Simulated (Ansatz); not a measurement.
Predict the output of the script below (the Python package of Ansatz (0.2.0)).

`ch5nssi.xyz`
```text
9

C    -0.08010    1.21740   -1.04580
N     0.46310    0.91100    0.02840
Si    0.52570   -0.79050    0.32880
S    -1.23690   -1.33600    1.20230
H    -0.57690    0.56120   -1.81010
H    -0.21290    2.35070   -1.30200
H     1.68110   -1.05610    1.30410
H     0.79310   -1.49170   -0.94570
H    -1.26770   -0.41240    2.22300
```

`ch5nssi_freq.py`
```python
"""Vibrations and zero-point energy of CH5NSSi."""

import itertools

import ansatz as az
from ase.data import atomic_numbers, covalent_radii
import numpy as np

mol = az.Crystal.molecule_from_extxyz("ch5nssi.xyz")

job = mol.calculation().basis(gaussian="def2-SVP").functional("hf")
symbols = [site.symbol for site in mol.cartesian_sites]
start = np.array([site.position_ang for site in mol.cartesian_sites], dtype=float)
r = job.relax(force_tolerance=0.003).run(threads=1).report
end = np.array(r["positions_ang"])

# pairs closer than 1.2 times the sum of covalent radii, before or after
radius = [covalent_radii[atomic_numbers[s]] for s in symbols]
span = lambda where, i, j: np.linalg.norm(where[i] - where[j])
bonded = [(i, j) for i, j in itertools.combinations(range(len(symbols)), 2) if min(span(start, i, j), span(end, i, j)) < 1.2 * (radius[i] + radius[j])]
print("pair        before    after (A)")
for i, j in bonded:
    print(f"{symbols[i]}{i}-{symbols[j]}{j}".ljust(10), f"{span(start, i, j):8.4f} {span(end, i, j):8.4f}")

# same settings at the minimum
minimum = az.Crystal.molecule()
for symbol, place in zip(symbols, end):
    minimum = minimum.atom(symbol, place.tolist())
vibrating = (
    minimum.calculation()
    .basis(gaussian="def2-SVP")
    .functional("hf")
    .phonons(temperatures=(298.15, 498.15, 100))
)
vib = vibrating.run(threads=1).report["vibrations"]
sums = vib["harmonic_sums"]
modes = [m["omega_inv_cm"] for m in sums["modes_at_gamma"] if m["rigid_motion"] == "no"]
print("frequencies (1/cm):", " ".join(f"{w:.0f}" for w in modes))
print("imaginary modes:", sum(w < 0 for w in modes), " zero-point energy:", round(sums["zero_point_energy_ev"], 4), "eV")
print("T (K)   F_vib (eV)   S_vib (meV/K)   C_vib (meV/K)")
for row in zip(sums["temperatures_k"], sums["vibrational_free_energy_ev"], vib["entropy_ev_per_k"], vib["heat_capacity_ev_per_k"]):
    print(f"{row[0]:6.1f} {row[1]:11.4f} {1000 * row[2]:13.4f} {1000 * row[3]:15.4f}")
```

```console
$ python ch5nssi_freq.py
pair        before    after (A)
C0-N1        1.2421   1.2469
C0-H4        1.1232   1.0979
C0-H5        1.1695   1.0928
N1-Si2       1.7289   1.7421
Si2-S3       2.0414   2.1481
Si2-H6       1.5352   1.4735
Si2-H7       1.4790   1.4822
S3-H8        1.3769   1.3365
frequencies (1/cm): 96 159 254 277 518 567 606 761 798 873 974 1033 1248 1319 1637 1924 2327 2374 2857 3158 3263
imaginary modes: 0  zero-point energy: 1.6752 eV
T (K)   F_vib (eV)   S_vib (meV/K)   C_vib (meV/K)
 298.1      1.6094        0.5108          0.5936
 398.1      1.5484        0.7064          0.7618
 498.1      1.4684        0.8925          0.8997
```

The frequencies are harmonic and unscaled, in a modest basis. Hardware and time: 82 s on 1 thread of Arm Neoverse V2, on a shared host, peak memory 0.24 GiB.
